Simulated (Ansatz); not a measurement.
# Be2H: the cost of one run

Computed with Ansatz 0.2.0 (DFT PBE, scalar-relativistic, plane waves, PAW, unless a step's input says otherwise).

1 further run of the same task is left out (it didn't finish).

## Step 1: Starting point

It takes space group P1 (No. 1, triclinic). Conventional cell: a = 3.334 Å, b = 3.963 Å, c = 4.343 Å, α = 82.43°, β = 79.63°, γ = 68.29°. Be (site symmetry 1) has 1 H at 1.38 Å as nearest neighbours. Around Be (site symmetry 1) lie 2 Be at 1.81 to 2.02 Å and 2 H at 1.87 to 2.06 Å. Around Be (site symmetry 1) lie 1 H at 1.08 Å. Be (site symmetry 1) has 1 H at 1.15 Å as nearest neighbours. H (site symmetry 1) has 2 Be at 1.08 to 1.15 Å as nearest neighbours. Around H (site symmetry 1) lie 4 Be at 1.38 to 1.96 Å.

As a file:

```
Be H
1.0
     4.12864    0.00000    0.00000
    -1.50862    2.97346    0.00000
     0.08191   -0.83477    4.26086
Be H
4 2
Cartesian
  2.6544 2.6943 0.3377
  1.9445 0.7890 2.8810
  0.2917 1.9534 2.8839
  -0.5803 0.9585 1.4201
  -0.1754 1.0649 2.4896
  3.3938 0.7719 4.0566
```

## Step 2: Rough relaxation on the coarse mesh

File input.yaml:

```yaml
crystal:
  lattice:
    - [4.1286352678, 0.0, 0.0]
    - [-1.5086237989, 2.9734630611, 0.0]
    - [0.0819117963, -0.8347657272, 4.2608587016]
  atoms:
    - { symbol: Be, position: [0.9805812486, 0.9283601247, 0.0792650071] }
    - { symbol: Be, position: [0.6238965031, 0.4551769487, 0.676152405] }
    - { symbol: Be, position: [0.3667173352, 0.8469680817, 0.6768425047] }
    - { symbol: Be, position: [0.0048041634, 0.4159178163, 0.3332963197] }
    - { symbol: H, position: [0.1367207118, 0.5221546414, 0.5842923285] }
    - { symbol: H, position: [0.9956607967, 0.5268920557, 0.9520602713] }
basis:
  ecutwfc: 420
kpoints:
  mp_grid: { grid: [6, 6, 4] }
hamiltonian:
  xc: pbe
scf:
  occupations: { method: gaussian, width: 0.1 }
  lower_state_search: "off"
output:
  forces: true
  stress: true
  eigenvalues: true
relax:
  adjacent_minimum: "off"
  f_tol: 0.04
  max_steps: 70
  cell: { stress_tol: 0.4 }
```

Launch:

```bash
$ ansatz run input.yaml --threads 1 --pin off --max-ram 2560MiB --backend cpu --events-out ev --progress --plain --runs-dir out
```

**Question.** How long does this run take on 1 thread of Arm Neoverse V2, shared host, and how much memory does it need?

About 3.5 min, with a peak of 0.34 GiB.
